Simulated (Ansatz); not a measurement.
# F3H4NSSi: the cost of one run

Program: Ansatz 0.2.0. Level of theory: RKS PBE/def2-SVP. These are calculated values, not measurements.

### Step 1. The structure to begin with

Bond lengths: Si1–N2 2.170 Å, N2–H3 1.060 Å, N2–H4 1.060 Å, Si1–F5 1.590 Å, Si1–F6 1.589 Å, Si1–F7 1.589 Å, Si1–S8 2.460 Å, S8–H9 1.400 Å, S8–H10 1.598 Å. Angles (14 of 16 angles, heavy atoms first): N2–Si1–F5 109.5°, N2–Si1–F6 109.5°, N2–Si1–F7 109.5°, N2–Si1–S8 71.6°, F5–Si1–F6 109.5°, F5–Si1–F7 109.5°, F5–Si1–S8 67.2°, F6–Si1–F7 109.5°, F6–Si1–S8 176.6°, F7–Si1–S8 72.8°, Si1–N2–H3 120.0°, Si1–N2–H4 120.0°, Si1–S8–H9 109.5°, Si1–S8–H10 65.6°.

Coordinates:

```xyz
10

Si    0.0000    0.0000    0.0000
N     0.0000    0.0000    2.1700
H    -0.8770   -0.2713    2.7000
H     0.8770    0.2713    2.7000
F     1.4994    0.0000   -0.5295
F    -0.7489    1.2974   -0.5295
F    -0.7489   -1.2974   -0.5295
S     1.2839   -1.9497    0.7757
H     0.4989   -3.1030    0.6585
H     0.6868   -1.0429    1.9480
```

### Step 2. A restrained relaxation towards end A

Springs on the bonds that form and break draw the guess towards this end; the thresholds are loose.

File input.yaml:

```yaml
crystal:
  periodic: [false, false, false]
  atoms:
    - { symbol: Si, position_ang: [0.0, 0.0, 0.0] }
    - { symbol: "N", position_ang: [0.0, 0.0, 2.17] }
    - { symbol: H, position_ang: [-0.877, -0.2713, 2.7] }
    - { symbol: H, position_ang: [0.877, 0.2713, 2.7] }
    - { symbol: F, position_ang: [1.4994, 0.0, -0.5295] }
    - { symbol: F, position_ang: [-0.7489, 1.2974, -0.5295] }
    - { symbol: F, position_ang: [-0.7489, -1.2974, -0.5295] }
    - { symbol: S, position_ang: [1.2839, -1.9497, 0.7757] }
    - { symbol: H, position_ang: [0.4989, -3.103, 0.6585] }
    - { symbol: H, position_ang: [0.6868, -1.0429, 1.948] }
basis:
  gaussian: { orbitals: def2-SVP }
hamiltonian:
  xc: pbe
relax:
  f_tol: 0.15
  max_steps: 25
  restrain:
    - { distance: [0, 7], at: 3.36, k: 30.0 }
    - { distance: [9, 1], at: 2.26, k: 30.0 }
    - { distance: [0, 1], at: 1.82, k: 30.0 }
    - { distance: [9, 7], at: 1.4, k: 30.0 }
```

The run is started by

```bash
$ ansatz run input.yaml --threads 4 --pin off --max-ram 5120MiB --backend cpu --events-out ev --progress --plain --runs-dir out
```

Q: Estimate wall time and peak memory on 4 threads of Arm Neoverse V1, shared host.

About 22 s, with a peak of 0.17 GiB.
